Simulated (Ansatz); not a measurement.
# GeH2 (singlet): the correlation ladder at angle H2–Ge1–H3 = 90.6°, cc-pVDZ

Aim: climb from Hartree-Fock through coupled cluster and multireference methods for GeH2 (singlet) at one geometry and basis, and see what each rung misses.

Method: cc-pVDZ, core rule «outside noble gas», up to 14 orbitals frozen; program: Ansatz 0.2.0, Gaussian basis.

Plan: UHF; CCSD(T) on RHF; CCSD(T) on UHF; BCCD(T) on RHF; CISD; CCSDT(Q) on RHF; CCSDT(Q) on UHF; CCSDTQ on RHF; CASSCF and MRCISD+Q, 2 electrons in 2 orbitals; CASSCF and NEVPT2, 2 electrons in 2 orbitals; CASSCF and MRCISD+Q, 6 electrons in 6 orbitals; CASSCF and NEVPT2, 6 electrons in 6 orbitals; Full CI.

20 further runs of the same task are left out: 2 for a mislabelled method, 13 that didn't finish, 5 set aside as unsound or not needed.

## Step 1: The geometry

The geometry derives from a PBE0/def2-TZVP stationary point (not a proven minimum). One angle is set to the value named; bond lengths are kept. No spin-orbit coupling is included. The filled d shell of Ge may be among the frozen orbitals whatever the setting's name suggests; the logs give the count.

3 atoms, charge 0, spin multiplicity 1.

Atoms are counted from 1 here; the program's logs count them from 0.

Bond lengths: Ge1–H2 1.594 Å, Ge1–H3 1.594 Å. Angles: H2–Ge1–H3 90.6°.

## Step 2: UHF

Contents of in.yaml:

```yaml
crystal:
  periodic: [false, false, false]
  atoms:
    - {symbol: Ge, position_ang: [0.000000, -0.030265, 0.000000]}
    - {symbol: H, position_ang: [0.000000, 1.090584, -1.133489]}
    - {symbol: H, position_ang: [0.000000, 1.090579, 1.133493]}
basis:
  gaussian: {orbitals: cc-pVDZ}
magnetization: {spin_polarized: true, initial_magnetization: 0}
hamiltonian: {xc: hf}
output: {orbitals: {seedname: orbitals}}
```

The run is started by

```console
ansatz run in.yaml --threads 1 --pin off --events-out ev --progress --plain --max-ram 2393MiB
```

After this run come: CCSD(T) on RHF; CCSD(T) on UHF; BCCD(T) on RHF; CISD; CCSDT(Q) on RHF; CCSDT(Q) on UHF; CCSDTQ on RHF; CASSCF and MRCISD+Q, 2 electrons in 2 orbitals; CASSCF and NEVPT2, 2 electrons in 2 orbitals; CASSCF and MRCISD+Q, 6 electrons in 6 orbitals; CASSCF and NEVPT2, 6 electrons in 6 orbitals; Full CI.

Q: Predict the results of all the runs planned. Wanted: FCI below the RHF energy; RMP2 from FCI; RCCSD from FCI; RCCSD(T) from FCI; RCCSDT(Q) from FCI; NEVPT2 pair from FCI; MRCISD+Q pair from FCI; NEVPT2 valence from FCI; T1 diagnostic.

As calculated:

| quantity | value |
| --- | --- |
| FCI below the RHF energy | -3.0663 eV |
| RMP2 from FCI | +788.5 meV |
| RCCSD from FCI | +70.9 meV |
| RCCSD(T) from FCI | +16.6 meV |
| RCCSDT(Q) from FCI | +0.6 meV |
| NEVPT2 pair from FCI | +716.9 meV |
| MRCISD+Q pair from FCI | -17.8 meV |
| NEVPT2 valence from FCI | +530.4 meV |
| levels within 1 kcal/mol (43 meV) | RCCSD(T), BCCD(T), RCCSDT, RCCSDT(Q), RCCSDTQ, MRCISD+Q pair, MRCISD+Q valence |
| T1 diagnostic | 0.013 |
| effectively unpaired electrons | 0.07 |

**Reading.** RCCSD(T) misses by +16.6 meV, 0.5 % of the correlation energy. MRCISD+Q pair falls below full CI: the +Q correction isn't variational, and the cores differ from full CI's. One determinant dominates. Of the multireference levels listed MRCISD+Q valence comes nearest in total energy (+2.6 meV), which doesn't show that its space is the better one. These misses are within one basis, not against nature.
